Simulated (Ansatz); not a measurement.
# Ti2O: properties at the relaxed cell

One table from this session's results is given with a row withheld; the runs are named, their logs left out.

Program: Ansatz 0.2.0. Level of theory: DFT PBEsol, scalar-relativistic, plane waves, PAW. These are calculated values, not measurements.

2 further runs of the same task are left out: 2 set aside as unsound or not needed.

### The system as given

Symmetry: P-3m1, No. 164, trigonal system. Conventional cell: a = 2.953 Å, b = 2.953 Å, c = 4.724 Å, α = 90.00°, β = 90.00°, γ = 120.00°. Ti (site symmetry 3m) has 3 O at 2.11 Å as nearest neighbours. O (site symmetry -3m) is surrounded by 6 Ti at 2.11 Å.

Coordinates:

```cif
data_structure
_symmetry_space_group_name_H-M 'P-3m1'
_symmetry_Int_Tables_number 164
_cell_length_a 2.9530
_cell_length_b 2.9530
_cell_length_c 4.7237
_cell_angle_alpha 90.000
_cell_angle_beta 90.000
_cell_angle_gamma 120.000
_cell_volume 35.67
loop_
_atom_site_label
_atom_site_type_symbol
_atom_site_symmetry_multiplicity
_atom_site_Wyckoff_symbol
_atom_site_fract_x
_atom_site_fract_y
_atom_site_fract_z
_atom_site_occupancy
Ti1 Ti 2 d 0.66667 0.33333 0.26267 1
O1 O 1 a 0.00000 0.00000 0.00000 1
```

This cell was relaxed beforehand with the same method: volume 11.89 Å³/atom, gap on the mesh none (metal).

The first run:

File input.yaml:

```yaml
crystal:
  lattice:
    - [2.9529519787, 0.0, 0.0]
    - [-1.4764759893, 2.5573314297, 0.0]
    - [0.0, 0.0, 4.7237336581]
  atoms:
    - { symbol: Ti, position: [0.6666666667, 0.3333333333, 0.2626749709] }
    - { symbol: Ti, position: [0.3333333333, 0.6666666667, 0.7373250291] }
    - { symbol: O, position: [0.0, 0.0, 0.0] }
basis:
  ecutwfc: 420
kpoints:
  mp_grid: { grid: [18, 18, 10] }
  band_path:
    path:
      - [[0.0, 0.0, 0.0], [0.5, 0.0, 0.0], [0.33333333, 0.33333333, 0.0], [0.0, 0.0, 0.0], [0.0, 0.0, 0.5], [0.5, 0.0, 0.5], [0.33333333, 0.33333333, 0.5], [0.0, 0.0, 0.5]]
      - [[0.5, 0.0, 0.5], [0.5, 0.0, 0.0]]
      - [[0.33333333, 0.33333333, 0.5], [0.33333333, 0.33333333, 0.0]]
    npoints: 14
hamiltonian:
  xc: pbesol
scf:
  occupations: { method: gaussian, width: 0.1 }
  n_extra_bands: 7
output:
  forces: true
  stress: true
  eigenvalues: true
  populations: true
  dos: { projected: true, de: 0.02, nscf_kmesh: { grid: [27, 27, 15] } }
  bader: true
  write_density: true
  write_potential: true
  elf: true
  volumetric_format: npy
```

On the command line:

```
$ ansatz run input.yaml --threads 1 --pin off --max-ram 2560MiB --backend cpu --events-out ev --progress --plain --runs-dir out
```

Among the steps run: Bands, states and charges; Point at V/V0 = 0.97; Volume × 1.03; The cell scaled to 0.94 of its volume; The cell scaled to 1.06 of its volume.

One table of the session follows, with a row left open; its other results are not shown here.

It belongs to the step «Equation of state». 

```
volume (Å³/atom)  energy above the lowest point (meV/atom)  pressure (GPa)
          11.177                                      29.3           13.90
          11.534                                         ?               ?
          11.891                                       0.0            0.00
          12.247                                       6.3           -5.46
          12.604                                      23.7          -10.10
```

Q: Estimate the row for volume (Å³/atom) = 11.534 from the others.

Worked estimate for «energy above the lowest point (meV/atom)». A straight line through the neighbours (11.177, 29.3) and (11.891, 0.0) gives 29.3 + (0.0 − 29.3) × (11.534 − 11.177) / (11.891 − 11.177) = 14.6; a parabola fitted to 3 rows on both sides gives 7.7.

The run gave: energy above the lowest point (meV/atom): 6.9; pressure (GPa): 6.41. In «energy above the lowest point (meV/atom)» the line misses by +7.7 and the parabola by +0.8.

To keep in mind: The final runs have no spin polarisation, so no magnetic state was tried and one may lie lower.
